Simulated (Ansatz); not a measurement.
# CH4GeOS: how energies converge with the basis set

The task here is to estimate one member of a computed series from the others.

Method: one geometry, several basis sets; program: Ansatz 0.2.0, Gaussian basis.

The runs, in order: PBE0-D4/def2-SVP; ωB97M-V/def2-SVP; PBE0-D4/def2-QZVPP; ωB97M-V/def2-QZVPP; the functionals' def2-TZVPP values are taken from earlier runs.

## Structure used throughout

The geometry comes from an earlier relaxation with PBE0-D4 in a triple-zeta def2 set; it is a stationary point, not always the lowest conformer.

SMILES `C[O][Ge][SH]`, 8 atoms, charge 0, spin multiplicity 1.

Atoms are counted from 1 here; the program's logs count them from 0.

Bond lengths: C1–O2 1.403 Å, C1–H5 1.096 Å, C1–H6 1.096 Å, C1–H7 1.093 Å, O2–Ge3 1.779 Å, Ge3–S4 2.268 Å, S4–H8 1.343 Å. Angles: O2–C1–H5 111.7°, O2–C1–H6 111.7°, O2–C1–H7 108.3°, H5–C1–H6 108.6°, H5–C1–H7 108.1°, H6–C1–H7 108.2°, C1–O2–Ge3 131.2°, O2–Ge3–S4 103.1°, Ge3–S4–H8 98.3°.

Coordinates:

```xyz
8
CH4GeOS
C    -0.2206    0.9840    0.0619
O    -0.7391    0.0655    0.9871
Ge   -0.5282   -1.6950    1.1367
S     0.8476   -2.1973   -0.5948
H     0.8750    1.0119    0.0880
H    -0.5411    0.7544   -0.9610
H    -0.5926    1.9784    0.3201
H     0.9913   -0.9591   -1.0938
```

The first run:

Contents of in.yaml:

```yaml
crystal:
  periodic: [false, false, false]
  atoms:
    - {symbol: C, position_ang: [-0.220601, 0.983984, 0.061920]}
    - {symbol: O, position_ang: [-0.739067, 0.065547, 0.987148]}
    - {symbol: Ge, position_ang: [-0.528203, -1.695032, 1.136730]}
    - {symbol: S, position_ang: [0.847565, -2.197308, -0.594766]}
    - {symbol: H, position_ang: [0.874987, 1.011887, 0.087959]}
    - {symbol: H, position_ang: [-0.541110, 0.754431, -0.960992]}
    - {symbol: H, position_ang: [-0.592629, 1.978385, 0.320118]}
    - {symbol: H, position_ang: [0.991258, -0.959094, -1.093815]}
basis:
  gaussian: {orbitals: def2-SVP}
hamiltonian: {xc: pbe0, dispersion: d4}
output: {orbitals: {seedname: orbitals}}
```

Steps of the session up to this table: PBE0-D4 in def2-SVP; ωB97M-V in def2-SVP; PBE0-D4 in def2-QZVPP; ωB97M-V in def2-QZVPP.

One of the session's tables, all rows but one given; the rest of the session is left out.

It belongs to the step «Density functionals: the series». 

| functional | basis | HOMO (eV) | LUMO (eV) |
| --- | --- | --- | --- |
| PBE0-D4 | def2-SVP | -7.26 | -1.83 |
| PBE0-D4 | def2-TZVPP | -7.34 | -1.94 |
| PBE0-D4 | def2-QZVPP | -7.38 | -2.00 |
| ωB97M-V | def2-SVP | -9.29 | 0.13 |
| ωB97M-V | def2-TZVPP | -9.40 | -0.02 |
| ωB97M-V | def2-QZVPP | ? | ? |

**Question.** Estimate the row for ωB97M-V, def2-QZVPP.

As computed: HOMO (eV): -9.45; LUMO (eV): -0.15. In the column «HOMO (eV)» it is the lowest.
